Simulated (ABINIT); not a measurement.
Write the native input for ABINIT 10.8.3 (patched build) that does the following.

```yaml
Task: single point
Functional: PBEsol
Potentials_or_basis: JTH PAW PBE v2.0
Cutoff: 544 eV
k_mesh: 8 × 8 × 8
Occupations: fermi-dirac, width 0.05 eV
Spin: no spin polarisation
Fine-grid_cutoff: 1088.46 eV
Exchange_and_correlation_inside_the_PAW_spheres: full angular mesh (pawxcdev 0, this build's default; the released program takes 1)
```

The system is Mg2Al.

```
Mg Al
1.0
     0.00000    3.33194    3.33194
     3.33194    0.00000    3.33194
     3.33194    3.33194    0.00000
Mg Al
2 1
Cartesian
  4.9979 4.9979 4.9979
  3.3319 3.3319 3.3319
  0.0000 0.0000 0.0000
```

The cell was built by a generator and needn't be a form met in nature.

The cell isn't the ideal one: cell taken from the last step of an earlier PBE relaxation by this program, which needn't have reached its minimum.

One way to write it, as run:

run.abi

```
# Pseudopotentials
pp_dirpath "./"
pseudos "Mg.GGA_PBE-JTH.xml, Al.GGA_PBE-JTH.xml"

# Structure
acell 4.7120707772 4.7120707772 4.7120707772 Angstrom
rprim
     0.0000000000     0.7071067812     0.7071067812
     0.7071067812     0.0000000000     0.7071067812
     0.7071067812     0.7071067812     0.0000000000
ntypat 2
znucl 12 13
natom 3
typat 1 1 2
xred
     0.7500000000     0.7500000000     0.7500000000
     0.5000000000     0.5000000000     0.5000000000
     0.0000000000     0.0000000000     0.0000000000
chkprim 0
chksymtnons 0
tolsym 1.0e-6

# Plane-wave basis
ecut 544.227725 eV
pawecutdg 40.0

# k points
kptopt 1
ngkpt 8 8 8
nshiftk 1
shiftk 0.0 0.0 0.0

# Exchange and correlation
ixc -116133

# Bands and occupations
nband 16
occopt 3
tsmear 0.05 eV

# SCF cycle
nstep 100
tolvrs 1.0e-9

# Output
iomode 3
prtwf 0
prtden 0
prteig 0
prtebands 0
enunit 2
```

Potentials or basis: JTH PAW PBE v2.0.

The run is started by

```sh
$ abinit run.abi > log 2>&1
```

It gave:

| Item | Value |
| --- | --- |
| Pressure | -0.9 GPa |
| Band gap on the k mesh | none (metal or under the smearing width) |
| Valence electrons inside the program's atomic spheres | Mg 8.26, 8.20; Al 0.70 |

Caveat: the PAW data sets were made with another functional, which shifts forces and pressure a little.

Wall time 36 s on 1 thread of Arm Neoverse V1 (shared host), peak memory 0.13 GiB.
